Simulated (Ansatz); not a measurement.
# C₂H₄OSi, SMILES OC#C[SiH3]: a short molecular-dynamics run

With Ansatz 0.2.0 through its Python package.

The cells in order, each with its output:

```python
import ansatz
from ase import Atoms
import numpy as np

BASIS = '6-31G*'
XC = 'b3lyp'
N_STEPS = 40
TEMPERATURE_K = 300
```

```python
atoms = Atoms(['O', 'C', 'C', 'Si', 'H', 'H', 'H', 'H'], positions=[
    (2.6495, 0.9265, 0.5099),
    (1.3739, 0.4951, 0.3041),
    (0.2388, 0.0702, 0.1197),
    (-1.3737, -0.5961, -0.1131),
    (2.9293, 1.3967, -0.3262),
    (-2.3997, 0.0376, 0.8402),
    (-1.8938, -0.3277, -1.4863),
    (-1.4322, -2.0594, 0.096),
])
mol = ansatz.Crystal.molecule_from_ase(atoms)

base = mol.calculation().basis(gaussian=BASIS).functional(XC)
symbols = [site.symbol for site in mol.cartesian_sites]
start = np.array([site.position_ang for site in mol.cartesian_sites], dtype=float)
data = base.relax(force_tolerance=0.02).run(threads=1).report
end = np.array(data['positions_ang'])
minimum = ansatz.Crystal.molecule()
for symbol, place in zip(symbols, end):
    minimum = minimum.atom(symbol, place.tolist())
```

```python
# dynamics from the relaxed geometry
base = (
    minimum.calculation()
    .basis(gaussian=BASIS)
    .functional(XC)
    .md('nvt_nose_hoover', timestep=0.25, steps=N_STEPS, temperature=TEMPERATURE_K, initial_velocities='maxwell_boltzmann', seed=44, thermostat_time=10)
)
frames = []
out = base.session().plan().execute(on_event=lambda e: frames.append(e['data']) if e['event'] == 'md_step' else None)
print('t (fs)   E_pot (eV)      E_kin (eV)   T (K)   d(0-1) (A)')
for f in frames[::3]:
    xyz = np.array(f['positions_ang'])
    print(f'{f["time_fs"]:6.2f} {f["lagrangian_ev"]:14.5f} {f["e_kin_ev"]:10.5f} {f["temperature_k"]:8.1f} {np.linalg.norm(xyz[0] - xyz[1]):9.4f}')
kept = np.array([f['conserved_ev'] for f in frames])
print(f'conserved energy moves by at most {1000 * np.ptp(kept):.3f} meV')
```

    t (fs)   E_pot (eV)      E_kin (eV)   T (K)   d(0-1) (A)
      0.00   -12061.40115    0.23267    300.0    1.3102
      0.75   -12061.39501    0.22655    292.1    1.3092
      1.50   -12061.37886    0.21052    271.4    1.3085
      2.25   -12061.35791    0.18989    244.8    1.3082
      3.00   -12061.33706    0.16971    218.8    1.3084
      3.75   -12061.31911    0.15283    197.1    1.3092
      4.50   -12061.30494    0.14025    180.8    1.3106
      5.25   -12061.29473    0.13217    170.4    1.3127
      6.00   -12061.28821    0.12842    165.6    1.3154
      6.75   -12061.28423    0.12794    165.0    1.3185
      7.50   -12061.28034    0.12841    165.6    1.3218
      8.25   -12061.27354    0.12685    163.6    1.3251
      9.00   -12061.26200    0.12137    156.5    1.3282
      9.75   -12061.24704    0.11310    145.8    1.3307
    conserved energy moves by at most 0.131 meV

Notes:
- Total energies depend on the basis set; only differences at equal settings carry meaning.
- The trajectory is only some femtoseconds long, so its temperature is not equilibrated; where the script doesn't relax first, it starts from a rough generated geometry.
- b3lyp holds the VWN-RPA fit, as in Gaussian; the form of ORCA and Turbomole is b3lyp5.
- The temperature counts the internal degrees of freedom alone.
- Timing: 74 s on 1 thread of INTEL(R) XEON(R) PLATINUM 8581C CPU @ 2.30GHz (Emerald Rapids), with other jobs on the host, peak memory 0.23 GiB.
